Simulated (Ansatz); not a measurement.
# CH₁₀AlBSi₂: a ladder of functionals and wavefunction methods

An exercise on one series of results from a longer session: the logs are not shown, and one member is left open.

The runs use Ansatz 0.2.0, Gaussian basis; functionals in def2-TZVPP, the program's frozen cores in correlated methods.

The runs, in order: LDA (SPW92), PBE-D4, revPBE-D4, BLYP-D4, r2SCAN-D4, B97M-V, PBE0-D4, B3LYP-D4, r2SCANh-D4, r2SCAN0-D4, HSE06-D4, BHLYP-D4, CAM-B3LYP-D4, LC-ωPBE, ωB97X-V, ωB97M-V, B2PLYP, PBE-QIDH; CCSD(T)/def2-SVP; CCSD(T)/def2-TZVPP; MP2/def2-QZVPP; extrapolation to the limit; RPA on PBE.

## The relaxed structure

The geometry comes from an earlier relaxation with PBE0-D4 in a triple-zeta def2 set; it is a stationary point, not always the lowest conformer.

SMILES `[SiH3]C[BH][AlH][SiH3]`, 15 atoms, charge 0, spin multiplicity 1.

Atoms are counted from 1 here; the program's logs count them from 0.

Bond lengths: Si1–C2 1.911 Å, Si1–H6 1.485 Å, Si1–H7 1.485 Å, Si1–H8 1.489 Å, C2–B3 1.533 Å, C2–H9 1.092 Å, C2–H10 1.092 Å, B3–Al4 2.126 Å, B3–H11 1.205 Å, Al4–Si5 2.466 Å, Al4–H12 1.597 Å, Si5–H13 1.495 Å, Si5–H14 1.492 Å, Si5–H15 1.492 Å. Angles: C2–Si1–H6 109.7°, C2–Si1–H7 109.4°, C2–Si1–H8 111.1°, H6–Si1–H7 110.4°, H6–Si1–H8 108.1°, H7–Si1–H8 108.1°, Si1–C2–B3 94.6°, Si1–C2–H9 103.9°, Si1–C2–H10 108.1°, B3–C2–H9 118.4°, B3–C2–H10 117.7°, H9–C2–H10 111.0°, C2–B3–Al4 126.0°, C2–B3–H11 116.4°, Al4–B3–H11 117.1°, B3–Al4–Si5 122.5°, B3–Al4–H12 120.7°, Si5–Al4–H12 116.8° and more.

The first run:

in.yaml

```yaml
crystal:
  periodic: [false, false, false]
  atoms:
    - {symbol: Si, position_ang: [-0.047259, 0.815068, 1.730973]}
    - {symbol: C, position_ang: [1.501247, -0.280929, 1.499926]}
    - {symbol: B, position_ang: [0.801020, -1.293514, 0.586109]}
    - {symbol: Al, position_ang: [0.385508, -1.033558, -1.483056]}
    - {symbol: Si, position_ang: [-1.437181, 0.414426, -2.297616]}
    - {symbol: H, position_ang: [-0.049950, 1.394846, 3.098379]}
    - {symbol: H, position_ang: [-0.044665, 1.894861, 0.711619]}
    - {symbol: H, position_ang: [-1.296018, 0.020937, 1.561987]}
    - {symbol: H, position_ang: [2.238065, 0.394493, 1.059585]}
    - {symbol: H, position_ang: [1.824267, -0.625166, 2.484476]}
    - {symbol: H, position_ang: [0.331470, -2.265412, 1.122840]}
    - {symbol: H, position_ang: [1.258484, -1.782354, -2.591011]}
    - {symbol: H, position_ang: [-0.873855, 1.740116, -2.698245]}
    - {symbol: H, position_ang: [-2.138442, -0.133406, -3.495121]}
    - {symbol: H, position_ang: [-2.474591, 0.688793, -1.261446]}
basis:
  gaussian: {orbitals: def2-TZVPP}
hamiltonian: {xc: lda}
output: {orbitals: {seedname: orbitals}}
```

Run with:

```bash
ansatz run in.yaml --threads 4 --pin off --events-out ev --progress --plain --max-ram 10444MiB
```

Among the steps run: LDA; PBE-D4 (GGA); revPBE-D4 (GGA); BLYP-D4 (GGA); r2SCAN-D4 (meta-GGA); B97M-V (meta-GGA); B3LYP-D4 (hybrid); r2SCANh-D4 (hybrid); r2SCAN0-D4 (hybrid); HSE06-D4 (hybrid); BHLYP-D4 (hybrid); CAM-B3LYP-D4 (range-separated); LC-ωPBE (range-separated); ωB97X-V (range-separated); ωB97M-V (range-separated); B2PLYP (double hybrid); PBE-QIDH (double hybrid).

One of the session's tables, all rows but one given; the rest of the session is left out.

It belongs to the step «Frontier levels by functional». 

| functional | HOMO (eV) | LUMO (eV) | gap (eV) |
| --- | --- | --- | --- |
| LDA (SPW92) | -5.88 | -2.89 | 2.99 |
| PBE-D4 | -5.81 | -2.68 | 3.13 |
| revPBE-D4 | -5.77 | -2.58 | 3.19 |
| BLYP-D4 | -5.68 | -2.51 | 3.17 |
| r2SCAN-D4 | -6.02 | -2.45 | 3.58 |
| B97M-V | -6.09 | -2.62 | 3.47 |
| PBE0-D4 | -6.87 | -1.90 | 4.97 |
| B3LYP-D4 | -6.69 | -2.06 | 4.62 |
| r2SCANh-D4 | ? | ? | ? |
| r2SCAN0-D4 | -7.01 | -1.79 | 5.22 |
| HSE06-D4 | -6.48 | -2.27 | 4.21 |
| BHLYP-D4 | -7.84 | -1.08 | 6.76 |
| CAM-B3LYP-D4 | -8.12 | -0.92 | 7.21 |
| LC-ωPBE | -9.41 | 0.13 | 9.54 |
| ωB97X-V | -9.10 | 0.00 | 9.10 |
| ωB97M-V | -8.87 | -0.28 | 8.59 |

Estimate the missing values for r2SCANh-D4.

Worked estimate for «HOMO (eV)». Against the share of exact exchange, r2SCAN-D4 (0, -6.02), r2SCAN0-D4 (0.25, -7.01) give a slope of -3.96 per unit share; at 0.1 the line stands at -6.42.

As computed: HOMO (eV): -6.41; LUMO (eV): -2.18; gap (eV): 4.24. In «HOMO (eV)» the line misses by -0.01.
